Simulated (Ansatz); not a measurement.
What does this script print? It uses the Ansatz DFT code, driven from Python.

`lattice_ytl.py`
```python
'''How the lattice of YTl depends on the functional.'''

import warnings

import ansatz as az
import numpy as np

def edges_and_angles(cell):
    cell = np.asarray(cell)
    a, b, c = np.linalg.norm(cell, axis=1)
    cosines = cell[1] @ cell[2] / (b * c), cell[0] @ cell[2] / (a * c), cell[0] @ cell[1] / (a * b)
    return (a, b, c, *np.degrees(np.arccos(cosines)))

warnings.simplefilter('ignore', az.DeckWarning)

crystal = (
    az.Lattice.of((3.751, 0.0, 0.0), (0.0, 3.751, 0.0), (0.0, 0.0, 3.751))
    .atom('Y', (0.5, 0.5, 0.5))
    .atom('Tl', (0.0, 0.0, 0.0))
)

calculation = (
    crystal.calculation()
    .basis(39 * az.Ry)
    .kpoints(5, center='gamma')
    .occupations('methfessel_paxton', width=0.15)
    .mixing('anderson', preconditioner='local_kerker')
    .scf(tolerance=1e-07)
    .relax(cell=True, max_displacement=0.1)  # relax until the tolerances are met
)

levels = [('lda', 'none'), ('pbesol', 'd3bj'), ('blyp', 'd3bj')]
print('level            a       b       c    alpha   beta  gamma  V/atom  steps')
for name, dispersion in levels:
    seen = []
    run = calculation.functional(name, dispersion=dispersion).session().plan()
    out = run.execute(on_event=lambda e: seen.append(e) if e['event'] == 'relax_step' else None)
    cell = out.lattice.cell_ang
    label = name if dispersion == 'none' else f'{name}+{dispersion}'
    print('{:13s} {:7.4f} {:7.4f} {:7.4f} {:6.2f} {:6.2f} {:6.2f}'.format(label, *edges_and_angles(cell)), f'{abs(np.linalg.det(cell)) / len(out.lattice.sites):7.3f} {len(seen):5d}')
```

`python lattice_ytl.py` gives:
```text
level            a       b       c    alpha   beta  gamma  V/atom  steps
lda            3.7038  3.7038  3.7038  90.00  90.00  90.00  25.406     5
pbesol+d3bj    3.6928  3.6928  3.6928  90.00  90.00  90.00  25.178     5
blyp+d3bj      3.7475  3.7475  3.7475  90.00  90.00  90.00  26.315     4
```

From smallest to largest: PBEsol+D3BJ (25.18 Å³ an atom, -4.6 % against the start), LDA (25.41 Å³ an atom, -3.7 % against the start) and BLYP+D3BJ (26.31 Å³ an atom, -0.3 % against the start). The spread is 4.5 % in volume.

Reading the output:
- The settings weren't tested for convergence.
- The run is spin-unpolarised.
- Forces vanish by symmetry, so the ions can't move, and the end may be a saddle.
- BLYP and dispersion corrections can be off by several per cent in the lattices of metals, and by several GPa in the pressure at a fixed cell.
- For a metal this k-point mesh is coarse: on a finer one energies can move by several to tens of meV an atom and pressures by half a GPa or more, differences at one mesh by less.
- The program warned that this SCF threshold is loose for forces or stresses.
- Spin-orbit coupling, which matters for elements this heavy, is left out.
- The structure is a deposited one; some such entries were measured under pressure or heat, so a shift against it needn't be the functional's error alone.
- The script silences the warnings on its input, which a real study should read.
- Run time: 11 s on 1 thread of Arm Neoverse V1 (shared host), peak memory 0.41 GiB.

(A comment or docstring line of the script was reworded after the run, the code is as it ran.)
